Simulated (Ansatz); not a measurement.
# CH9GeNOSi: the cost of one run

Computed with Ansatz 0.2.0, driven from Python. Level of theory: r2SCAN/cc-pVDZ.

### Step 1. The system

Bond lengths: C1–N2 1.459 Å, N2–Ge3 1.871 Å, Ge3–O4 1.792 Å, O4–Si5 1.719 Å, C1–H6 1.112 Å, C1–H7 1.110 Å, C1–H8 1.111 Å, N2–H9 1.046 Å, Ge3–H10 1.551 Å, Ge3–H11 1.551 Å, Si5–H12 1.472 Å, Si5–H13 1.472 Å, Si5–H14 1.470 Å. Angles (14 of 22 angles, heavy atoms first): C1–N2–Ge3 108.8°, N2–Ge3–O4 109.2°, Ge3–O4–Si5 105.4°, C1–N2–H9 107.7°, Ge3–N2–H9 106.8°, N2–C1–H6 110.9°, N2–C1–H7 109.3°, N2–C1–H8 110.2°, N2–Ge3–H10 109.1°, N2–Ge3–H11 109.1°, O4–Ge3–H10 109.9°, O4–Ge3–H11 109.9°, O4–Si5–H12 110.2°, O4–Si5–H13 110.2°.

No structure file is read: the coordinates are typed or built in the script.

### Step 2. Script

The input, ch9genosi.py:

```python
"""Electronic structure of the CH9GeNOSi molecule."""

import sys

import ansatz as az

GEOMETRY = """
C    -2.54690   -0.46020    0.51920
N    -1.62860   -0.31560   -0.60550
Ge    0.07270    0.09750    0.05380
O     1.21780    0.24020   -1.31660
Si    2.73750    0.61080   -0.60410
H    -2.20950   -1.26790    1.20580
H    -3.55620   -0.72130    0.13740
H    -2.62630    0.49840    1.07560
H    -1.55210   -1.24620   -1.07620
H     0.00470    1.44000    0.82760
H     0.53390   -1.03140    1.01250
H     3.15160   -0.47320    0.30110
H     2.65570    1.88090    0.13480
H     3.74570    0.74810   -1.66530
"""


def main() -> None:
    ch9genosi = az.Crystal.molecule()
    for line in GEOMETRY.strip().splitlines():
        symbol, *xyz = line.split()
        ch9genosi = ch9genosi.atom(symbol, [float(v) for v in xyz])

    model = (
        ch9genosi.calculation()
        .basis(gaussian="cc-pVDZ")
        .functional("r2scan")
    )
    try:
        summary = model.run(threads=1).report
    except az.AnsatzError as error:
        sys.exit(f"{type(error).__name__}: {error}")

    print("reference energy %16.6f eV" % summary["reference_energy_ev"])
    print("total energy     %16.6f eV" % summary["free_energy_ev"])
    print("occupied orbitals outside the frozen core (up, down):", summary["n_occupied"], " frozen:", summary["n_frozen"], " virtual:", summary["n_virtual"])


if __name__ == "__main__":
    main()
```

### Step 3. Launch

Command:

```sh
$ python ch9genosi.py
```

What time and memory should one allow on 1 thread of Intel Xeon 6975P-C (Granite Rapids), shared host?

About 6 s, with a peak of 0.28 GiB.
